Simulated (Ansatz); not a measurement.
# Si: the cost of one run

Program: Ansatz 0.2.0. Level of theory: DFT r2SCAN, scalar-relativistic, plane waves, PAW. These are calculated values, not measurements.

## (1) The starting structure

It takes space group Fd-3m (No. 227, cubic). The conventional cell has a = 5.431 Å, b = 5.431 Å, c = 5.431 Å, α = 90.00°, β = 90.00°, γ = 90.00°. Si (site symmetry -43m) has 4 Si at 2.35 Å as nearest neighbours.

Structure file:

```xyz
2
Lattice="0.0000 2.7155 2.7155 2.7155 0.0000 2.7155 2.7155 2.7155 0.0000" Properties=species:S:1:pos:R:3 pbc="T T T"
Si    2.7155    2.7155    2.7155
Si    4.0732    4.0732    4.0732
```

The cell is taken as given, not relaxed at this level.

## (2) The reference cell

Reference values: F = -1278.1322 eV; pressure 0.72 GPa; largest force 0.000 eV/Å; gap on the mesh 0.77 eV. It was computed beforehand with the settings of the runs below.

## (3) The scan: a two-dimensional strain map

The cell is strained by p along both x and y and by q along z, with fractional coordinates fixed.

## (4) At p = -0.080, q = -0.080

Input file input.yaml:

```yaml
crystal:
  lattice:
    - [0.0, 2.4982324, 2.4982324]
    - [2.4982324, 0.0, 2.4982324]
    - [2.4982324, 2.4982324, 0.0]
  atoms:
    - { symbol: Si, position: [0.5, 0.5, 0.5] }
    - { symbol: Si, position: [0.75, 0.75, 0.75] }
basis:
  ecutwfc: 500
kpoints:
  mp_grid: { grid: [10, 10, 10] }
hamiltonian:
  xc: r2scan
scf:
  occupations: { method: gaussian, width: 0.05 }
output:
  forces: true
  stress: true
  eigenvalues: true
```

On the command line:

```sh
ansatz run input.yaml --threads 1 --pin off --max-ram 2560MiB --backend cpu --events-out ev --progress --plain --runs-dir out
```

Q: Estimate wall time and peak memory on 1 thread of AMD EPYC 7R43 (Zen 3), shared host.

About 1.7 s, with a peak of 0.41 GiB.
